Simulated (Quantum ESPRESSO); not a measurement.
Crystal: NbSi.

```
Nb Si
1.0
     3.15644    0.00000    0.00000
     0.00000    3.15644    0.00000
     0.00000    0.00000    3.15644
Nb Si
1 1
Direct
  0.00000 0.00000 0.00000
  0.50000 0.50000 0.50000
```

The cell was built by a generator and needn't be a form met in nature.

```yaml
Program: Quantum ESPRESSO 7.5
Task: phonons
Functional: AM05
Potentials_or_basis: GBRV 1.5 PBE
Cutoff: 612 eV
Density_cutoff: 4898 eV
k_mesh: 8 × 8 × 8
Occupations: cold, width 0.2 eV
Spin: no spin polarisation
Mixing_beta: 0.5
Most_SCF_iterations: 120
SCF_threshold: 4e-10 Ry
```

The cell and the atoms were relaxed first, to 15.20 Å³/atom (a = 3.121 Å, b = 3.121 Å, c = 3.121 Å, α = 90.00°, β = 90.00°, γ = 90.00°), and the response was taken there.

Which optical modes does the crystal have at the zone centre, and which show in infrared and Raman spectra?

The optical modes are T1u. Infrared active: T1u. None is Raman active.

Optical modes at Γ, degenerate ones joined:
| cm⁻¹ | components | symmetry | active in |
| --- | --- | --- | --- |
| 284 | 3 | T1u | IR |

Caveat: the mesh is thin for the phonons of a metal; the potentials were made for another functional, which shifts forces and pressure.
